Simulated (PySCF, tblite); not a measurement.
# C₄H₃Cl₃FO radical: geometry, infrared bands and EPR parameters

What infrared bands and EPR parameters should C₄H₃Cl₃FO radical (`O=C[C](CF)C(Cl)(Cl)Cl`) show?

The runs use tblite 0.8.0 and PySCF 2.14.0, with density-fitted response routines of our own; the level of theory stands in each step. All values are computed, except where a source is named. Atoms count from 0, in the outputs and in this text.

**1. Starting geometry**

12 atoms, charge 0, multiplicity 2; geometry from: force field or distance geometry start.

Bonds of the start (Å): O0–C1 1.23, C1–C2 1.46, C2–C3 1.48, C3–F4 1.35, C2–C5 1.48, C5–Cl6 1.81, C5–Cl7 1.79, C5–Cl8 1.78, C1–H9 1.10, C3–H10 1.10, C3–H11 1.10.

**2. Geometry optimisation with GFN2-xTB**

What the job is given:

```
{"job": {"kind": "relax", "xc": "GFN2-xTB", "basis": "xTB"}, "charge": 0, "multiplicity": 2}
O      1.075000    -2.252000    -0.366500
C      1.163300    -1.027100    -0.446500
C      0.113200    -0.138100     0.033400
C     -1.220200    -0.722300     0.311200
F     -2.172400    -0.141000    -0.444900
C      0.331700     1.329000     0.049200
Cl     1.899600     1.700200     0.866200
Cl    -0.906700     2.249800     0.953400
Cl     0.418400     1.951400    -1.620100
H      2.068600    -0.556200    -0.844400
H     -1.270200    -1.804000     0.112200
H     -1.498900    -0.590300     1.370700
```

Launch:

```bash
$ OMP_NUM_THREADS=1 python probes_run.py task.json out
```

This one command runs all jobs of the session in turn.

**Question.** This job is followed by: GFN2-xTB harmonic vibrations, gas phase; UKS B3LYP, pcH-1 on C Cl F H O, non-relativistic, mean-field spin-orbit, GIAO. What will the session give for the following? strongest single infrared mode (GFN2-xTB); zero-point energy (GFN2-xTB); g(iso) (B3LYP); ⟨S²⟩; largest a(iso) (averaged by class); surface potential, 1st and 99th percentile.

**Answer**, as computed:

| quantity | value |
| --- | --- |
| strongest single infrared mode (GFN2-xTB) | 1610 cm⁻¹, 248 km/mol |
| zero-point energy (GFN2-xTB) | 37.7 kcal/mol |
| g(iso) (B3LYP) | 2.00470 |
| ⟨S²⟩ | 0.762 (exact 0.75) |
| largest a(iso) (averaged by class) | 1H on H10, H11, 94.6 MHz |
| surface potential, 1st and 99th percentile | -1.20 V and 1.24 V |

In words: Over 107 steps the energy fell by 0.111 eV; of the close pairs, C5–Cl6 changed most, 1.807 to 1.767 Å. No mode is imaginary among the 30: a minimum at this level. The strongest single mode, at 1610 cm⁻¹, moves mainly C1 and O0. GFN2-xTB is a fitted tight-binding method: band positions and strengths are rough. Its intensities can rank the bands wrongly. The largest share of the spin, 0.73 e, sits on C2. The isotropic g lies 2.4 ppt above the free-electron value.
